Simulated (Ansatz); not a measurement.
# Relaxation of Ta2O5

The start is Ta2O5, a database entry, slightly rescaled. Where does it settle when we relax cell and atoms, and what is it like there?

Method: DFT, r2SCAN, no spin polarisation, plane waves, PAW, in Ansatz 0.2.0.

**1. The system as given**

It takes space group C2 (No. 5, monoclinic). The conventional cell has a = 5.225 Å, b = 4.699 Å, c = 5.853 Å, α = 90.00°, β = 108.20°, γ = 90.00°. Around Ta (site symmetry 1) lie 7 O at 1.71 to 2.23 Å. O (site symmetry 1) has 3 Ta at 2.07 to 2.22 Å as nearest neighbours. Around O (site symmetry 1) lie 2 Ta at 1.71 to 2.06 Å. Around O (site symmetry 2) lie 2 O at 2.07 Å and 4 Ta at 2.18 to 2.23 Å.

Its coordinates follow in the input file.

It starts from an earlier solution of the starting cell (checkpoint.read).

**2. The walk to rest**

File input.yaml:

```yaml
crystal:
  lattice:
    - [2.6126, 2.34955, 0.0]
    - [2.6126, -2.34955, 0.0]
    - [1.82822, 0.0, -5.56057]
  atoms:
    - { symbol: Ta, position: [0.2172, 0.2172, 0.7304] }
    - { symbol: Ta, position: [0.7828, 0.7828, 0.2696] }
    - { symbol: O, position: [0.353, 0.025, 0.066] }
    - { symbol: O, position: [0.975, 0.647, 0.934] }
    - { symbol: O, position: [0.771, 0.409, 0.677] }
    - { symbol: O, position: [0.591, 0.229, 0.323] }
    - { symbol: O, position: [0.201, 0.799, 0.5] }
  symmetry: { tolerance: 0.0003 }
kpoints:
  mp_grid: { grid: [5, 5, 3], shift: [0, 0, 0] }
magnetization:
  spin_polarized: false
scf:
  occupations: { method: fermi_dirac }
  lower_state_search: "off"
hamiltonian:
  pseudopotentials: { kind: paw }
  xc: r2scan
basis:
  ecutwfc: 500
  fft_grid_basis: typed
relax:
  max_steps: 40
  cell: { p_target: 0.0 }
  f_tol: 0.03
output:
  forces: true
  stress: true
  eigenvalues: true
  bader: true
  populations: true
  elf: true
  write_potential: true
  volumetric_format: npy
  dos:
    e_range: [-12, 8]
    de: 0.05
    projected: { site_lists: { O: [O], Ta: [Ta] } }
checkpoint:
  read: saved_state
```

Started as:

```
ansatz run input.yaml --threads 2 --pin off --max-ram 3584MiB --backend cpu --events-out ev --progress --plain --runs-dir out
```

The log of the run:

```text
Warning: RAYON_NUM_THREADS=2 ignored (pool sized by the plan → 2); use --threads N
Engine: ansatz 0.2.0, x86_64-unknown-linux-gnu
Pseudopotentials: kind: paw
Pseudopotential: Ta, paw, valence charge 13, recommended cutoff 500 eV (meta_gga), Ta.paw.azcp
Pseudopotential: O, paw, valence charge 6, recommended cutoff 500 eV (meta_gga), O.paw.azcp
Functional definition: r2SCAN
  parameter k0 = 0.174
  parameter k1 = 0.065
  parameter a1 = 4.9479
  exchange = r2scan_x(k0 = k0, k1 = k1, a1 = a1)
  correlation = r2scan_c
Crystal: 7 atoms, lattice volume = 68.266 Å³
Basis set: ecut = 500 eV, 1749 PW (Γ), exchange–correlation on 108×108×180 points (64 copies of the dense FFT grid, shifted against one another)
Bands: 35, of which v1, the nominal top of the filled ones, is band 28 counted from 1 (27 counted from 0)
Symmetry: 2 space group operations
Space group: C2 (ITA 5), of the structure as read, at distance tolerance 1.2e-3 Å
k-points: 24 of 75 (time reversal used)
Non-local potential: Ta, projectors of the file, l = 0: 3, l = 1: 2, l = 2: 2, l = 3: 1
Non-local potential: O, projectors of the file, l = 0: 2, l = 1: 2, l = 2: 1
PAW form: soft (Blöchl's): semilocal exchange-correlation on the pseudo side does not see the compensation charge
PAW frozen core: Ta, regenerated for the run's functional (the file was generated under x = pbe(κ = 0.804, μ = 0.2195149727645171), c = pbe(β = 0.06672455060314922))
PAW frozen core: O, regenerated for the run's functional (the file was generated under x = pbe(κ = 0.804, μ = 0.2195149727645171), c = pbe(β = 0.06672455060314922))
PAW one-centre angular grid: Ta, 590 points (default); XC on 160 Gauss nodes
PAW one-centre angular grid: O, 302 points (default); XC on 160 Gauss nodes
Initial density: read from a saved state, or passed on in memory by an earlier SCF of this step, an earlier step, the calling program or the single point that the run made first
Initial wavefunctions: pseudopotential atomic-orbital guess
Functional: x = r2scan, c = r2scan; τ floored in thin density (d = 2e-4 eV/Å³)
iter 1 solved again at ethr=5.07e-7 eV; its pass at ethr=3.10e-3 eV (dr2=2.84e-4 eV) is discarded
SCF iter   1: F=-22733.590625 eV  HF=-22733.585958 eV  |F-HF|=4.67e-3  |Δ(HF+E_count)|=         —  Δρ=2.08e-3  dr2=2.44e-4  dr2_τ=1.71e-3  ethr=5.07e-7  ⟨swp⟩=3.0  Hψ=5753  notcnv=0
preconditioner: auto → Resta (q_TF=auto, 2.640 Å⁻¹)  ε∞=6.4  [insulator: Δε(μ)=0.898 eV  Ē_g=12.233 eV  σ=0.100 eV  W_gap=0.97  n_scr=24 (ndim 8)  ℏωp=28.4 eV  f_vac=0.005  D(μ)=0.02/eV (n_scr^D=0)  ε∞_Penn≈6.4]
SCF iter   2: F=-22733.590738 eV  HF=-22733.590128 eV  |F-HF|=6.09e-4  |Δ(HF+E_count)|=   4.17e-3  Δρ=1.08e-3  dr2=6.50e-5  dr2_τ=2.55e-4  ethr=4.36e-7  ⟨swp⟩=2.0  Hψ=1417  notcnv=0
SCF iter   3: F=-22733.590753 eV  HF=-22733.590752 eV  |F-HF|=1.47e-6  |Δ(HF+E_count)|=   6.23e-4  Δρ=2.10e-4  dr2=1.50e-5  dr2_τ=7.42e-6  ethr=1.16e-7  ⟨swp⟩=2.0  Hψ=1464  notcnv=0
SCF iter   4: F=-22733.590762 eV  HF=-22733.590761 eV  |F-HF|=5.06e-7  |Δ(HF+E_count)|=   9.47e-6  Δρ=4.00e-5  dr2=6.17e-7  dr2_τ=2.24e-7  ethr=2.68e-8  ⟨swp⟩=2.0  Hψ=1311  notcnv=0
SCF iter   5: F=-22733.590762 eV  HF=-22733.590762 eV  |F-HF|=1.41e-8  |Δ(HF+E_count)|=   5.47e-7  Δρ=1.46e-5  dr2=9.65e-8  dr2_τ=2.66e-8  ethr=1.79e-10  ⟨swp⟩=11.2  Hψ=6473  notcnv=0
SCF 1 converged in 5 iterations: F = -22733.590762 eV  dr2 = 9.65e-8
relax step   1: F+E_penalty+E_count = -22733.59076168 eV  Δ(F+E_penalty+E_count) = +0.000e0 eV  max|allowed force component| = 7.630e0 eV/Å  Δτ_max = 0.0000 Å  P = +24.422 GPa  Ω = 68.266 Å³  (5 SCF iters, dr2 threshold 1.00e-7 eV, accepted)
Crystal: 7 atoms, lattice volume = 70.149 Å³
Basis set: ecut = 500 eV, 1795 PW (Γ), exchange–correlation on 108×108×180 points (64 copies of the dense FFT grid, shifted against one another)
Initial density: handed on by an earlier stage of this run
Initial wavefunctions: those handed on with the density
iter 1 solved again at ethr=4.21e-4 eV; its pass at ethr=3.10e-3 eV (dr2=2.36e-1 eV) is discarded
SCF iter   1: F=-22736.166809 eV  HF=-22735.646735 eV  |F-HF|=5.20e-1  |Δ(HF+E_count)|=         —  Δρ=2.62e-2  dr2=2.34e-1  dr2_τ=4.97e0  ethr=4.21e-4  ⟨swp⟩=1.0  Hψ=5636  notcnv=0
preconditioner: auto → Resta (q_TF=auto, 2.628 Å⁻¹)  ε∞=6.4  [insulator: Δε(μ)=1.607 eV  Ē_g=12.041 eV  σ=0.100 eV  W_gap=1.00  n_scr=24 (ndim 8)  ℏωp=28.0 eV  f_vac=0.010  D(μ)=0.00/eV (n_scr^D=0)  ε∞_Penn≈6.4]
SCF iter   2: F=-22736.252916 eV  HF=-22736.253086 eV  |F-HF|=1.70e-4  |Δ(HF+E_count)|=   6.06e-1  Δρ=1.40e-2  dr2=5.96e-2  dr2_τ=9.08e-3  ethr=4.19e-4  ⟨swp⟩=2.0  Hψ=1669  notcnv=0
SCF iter   3: F=-22736.254339 eV  HF=-22736.264787 eV  |F-HF|=1.04e-2  |Δ(HF+E_count)|=   1.17e-2  Δρ=5.78e-3  dr2=1.67e-2  dr2_τ=3.36e-3  ethr=1.06e-4  ⟨swp⟩=2.0  Hψ=1552  notcnv=0
SCF iter   4: F=-22736.263322 eV  HF=-22736.263102 eV  |F-HF|=2.21e-4  |Δ(HF+E_count)|=   1.69e-3  Δρ=1.48e-3  dr2=8.13e-4  dr2_τ=1.34e-4  ethr=2.99e-5  ⟨swp⟩=2.0  Hψ=1373  notcnv=0
SCF iter   5: F=-22736.263499 eV  HF=-22736.263476 eV  |F-HF|=2.29e-5  |Δ(HF+E_count)|=   3.74e-4  Δρ=5.10e-4  dr2=9.93e-5  dr2_τ=1.35e-5  ethr=1.45e-6  ⟨swp⟩=2.8  Hψ=1629  notcnv=0
SCF iter   6: F=-22736.263513 eV  HF=-22736.263519 eV  |F-HF|=5.83e-6  |Δ(HF+E_count)|=   4.29e-5  Δρ=1.24e-4  dr2=9.65e-6  dr2_τ=1.37e-6  ethr=1.77e-7  ⟨swp⟩=2.0  Hψ=1232  notcnv=0
SCF iter   7: F=-22736.263517 eV  HF=-22736.263518 eV  |F-HF|=1.05e-6  |Δ(HF+E_count)|=   1.91e-7  Δρ=6.80e-5  dr2=2.33e-6  dr2_τ=3.60e-7  ethr=1.72e-8  ⟨swp⟩=2.0  Hψ=1299  notcnv=0
SCF iter   8: F=-22736.263518 eV  HF=-22736.263518 eV  |F-HF|=9.75e-8  |Δ(HF+E_count)|=   4.63e-8  Δρ=2.43e-5  dr2=3.18e-7  dr2_τ=2.46e-8  ethr=1.25e-9  ⟨swp⟩=11.1  Hψ=6504  notcnv=0
SCF 2 converged in 8 iterations: F = -22736.263518 eV  dr2 = 3.18e-7
relax step   2: F+E_penalty+E_count = -22736.26351824 eV  Δ(F+E_penalty+E_count) = -2.673e0 eV  max|allowed force component| = 2.115e0 eV/Å  Δτ_max = 0.1916 Å  P = +5.466 GPa  Ω = 70.149 Å³  energy of the carried Pulay correction = -1.688e-3 eV  (8 SCF iters, dr2 threshold 7.00e-7 eV, accepted)
Crystal: 7 atoms, lattice volume = 71.107 Å³
Basis set: ecut = 500 eV, 1807 PW (Γ), exchange–correlation on 108×108×180 points (64 copies of the dense FFT grid, shifted against one another)
iter 1 solved again at ethr=2.41e-4 eV; its pass at ethr=3.10e-3 eV (dr2=1.35e-1 eV) is discarded
SCF iter   1: F=-22736.686700 eV  HF=-22736.273908 eV  |F-HF|=4.13e-1  |Δ(HF+E_count)|=         —  Δρ=2.01e-2  dr2=1.35e-1  dr2_τ=2.51e0  ethr=2.41e-4  ⟨swp⟩=1.0  Hψ=5696  notcnv=0
preconditioner: auto → Resta (q_TF=auto, 2.622 Å⁻¹)  ε∞=6.5  [insulator: Δε(μ)=1.924 eV  Ē_g=11.892 eV  σ=0.100 eV  W_gap=1.00  n_scr=24 (ndim 8)  ℏωp=27.9 eV  f_vac=0.011  D(μ)=0.00/eV (n_scr^D=0)  ε∞_Penn≈6.5]
SCF iter   2: F=-22736.734646 eV  HF=-22736.734656 eV  |F-HF|=9.52e-6  |Δ(HF+E_count)|=   4.61e-1  Δρ=1.02e-2  dr2=3.29e-2  dr2_τ=4.58e-3  ethr=2.41e-4  ⟨swp⟩=2.0  Hψ=1728  notcnv=0
SCF iter   3: F=-22736.739538 eV  HF=-22736.740451 eV  |F-HF|=9.13e-4  |Δ(HF+E_count)|=   5.80e-3  Δρ=3.25e-3  dr2=4.49e-3  dr2_τ=1.07e-3  ethr=5.87e-5  ⟨swp⟩=2.6  Hψ=1556  notcnv=0
SCF iter   4: F=-22736.740936 eV  HF=-22736.740914 eV  |F-HF|=2.19e-5  |Δ(HF+E_count)|=   4.63e-4  Δρ=9.81e-4  dr2=4.77e-4  dr2_τ=8.06e-5  ethr=8.02e-6  ⟨swp⟩=2.0  Hψ=1397  notcnv=0
SCF iter   5: F=-22736.741076 eV  HF=-22736.741058 eV  |F-HF|=1.79e-5  |Δ(HF+E_count)|=   1.44e-4  Δρ=4.28e-4  dr2=6.83e-5  dr2_τ=8.67e-6  ethr=8.52e-7  ⟨swp⟩=2.9  Hψ=1510  notcnv=0
SCF iter   6: F=-22736.741085 eV  HF=-22736.741087 eV  |F-HF|=1.57e-6  |Δ(HF+E_count)|=   2.91e-5  Δρ=8.38e-5  dr2=3.93e-6  dr2_τ=4.77e-7  ethr=1.22e-7  ⟨swp⟩=2.0  Hψ=1288  notcnv=0
SCF iter   7: F=-22736.741087 eV  HF=-22736.741088 eV  |F-HF|=1.10e-6  |Δ(HF+E_count)|=   6.41e-7  Δρ=5.58e-5  dr2=1.72e-6  dr2_τ=2.65e-7  ethr=1.25e-9  ⟨swp⟩=12.5  Hψ=7128  notcnv=0
SCF iter   8: F=-22736.741087 eV  HF=-22736.741087 eV  |F-HF|=4.73e-8  |Δ(HF+E_count)|=   2.39e-7  Δρ=1.48e-5  dr2=1.49e-7  dr2_τ=9.16e-9  ethr=1.25e-9  ⟨swp⟩=8.0  Hψ=6121  notcnv=0
SCF 3 converged in 8 iterations: F = -22736.741087 eV  dr2 = 1.49e-7
relax step   3: F+E_penalty+E_count = -22736.74108736 eV  Δ(F+E_penalty+E_count) = -4.776e-1 eV  max|allowed force component| = 7.518e-1 eV/Å  Δτ_max = 0.0979 Å  P = +0.182 GPa  Ω = 71.107 Å³  energy of the carried Pulay correction = -2.529e-3 eV  (8 SCF iters, dr2 threshold 7.00e-7 eV, accepted)
[... from here on, the SCF cycles and remarks between the steps are left out ...]
relax step   4: F+E_penalty+E_count = -22736.87040301 eV  Δ(F+E_penalty+E_count) = -1.293e-1 eV  max|allowed force component| = 8.940e-1 eV/Å  Δτ_max = 0.0909 Å  P = +5.316 GPa  Ω = 69.815 Å³  energy of the carried Pulay correction = -1.392e-3 eV  (8 SCF iters, dr2 threshold 7.00e-7 eV, accepted)
relax step   5: F+E_penalty+E_count = -22736.91792439 eV  Δ(F+E_penalty+E_count) = -4.752e-2 eV  max|allowed force component| = 2.873e-1 eV/Å  Δτ_max = 0.0275 Å  P = -0.720 GPa  Ω = 70.840 Å³  energy of the carried Pulay correction = -2.296e-3 eV  (7 SCF iters, dr2 threshold 7.00e-7 eV, accepted)
relax step   6: F+E_penalty+E_count = -22736.93138711 eV  Δ(F+E_penalty+E_count) = -1.346e-2 eV  max|allowed force component| = 2.248e-1 eV/Å  Δτ_max = 0.0324 Å  P = -0.985 GPa  Ω = 71.163 Å³  energy of the carried Pulay correction = -2.578e-3 eV  (6 SCF iters, dr2 threshold 7.00e-7 eV, accepted)
relax step   7: F+E_penalty+E_count = -22736.94741388 eV  Δ(F+E_penalty+E_count) = -1.603e-2 eV  max|allowed force component| = 2.439e-1 eV/Å  Δτ_max = 0.0167 Å  P = +0.049 GPa  Ω = 70.796 Å³  energy of the carried Pulay correction = -2.258e-3 eV  (6 SCF iters, dr2 threshold 7.00e-7 eV, accepted)
relax step   8: F+E_penalty+E_count = -22736.97782610 eV  Δ(F+E_penalty+E_count) = -3.041e-2 eV  max|allowed force component| = 2.581e-1 eV/Å  Δτ_max = 0.0514 Å  P = +1.517 GPa  Ω = 71.080 Å³  energy of the carried Pulay correction = -2.506e-3 eV  (7 SCF iters, dr2 threshold 7.00e-7 eV, accepted)
relax step   9: F+E_penalty+E_count = -22737.13264300 eV  Δ(F+E_penalty+E_count) = -1.548e-1 eV  max|allowed force component| = 4.935e-1 eV/Å  Δτ_max = 0.1778 Å  P = -1.027 GPa  Ω = 73.775 Å³  energy of the carried Pulay correction = -4.813e-3 eV  (8 SCF iters, dr2 threshold 7.00e-7 eV, accepted)
relax step  10: F+E_penalty+E_count = -22737.02311748 eV  Δ(F+E_penalty+E_count) = +1.095e-1 eV  max|allowed force component| = 1.192e0 eV/Å  Δτ_max = 0.1954 Å  P = -0.635 GPa  Ω = 76.537 Å³  energy of the carried Pulay correction = -7.090e-3 eV  (8 SCF iters, dr2 threshold 7.00e-7 eV, rejected (line search))
```

(Part 1 of 2 ends here.)
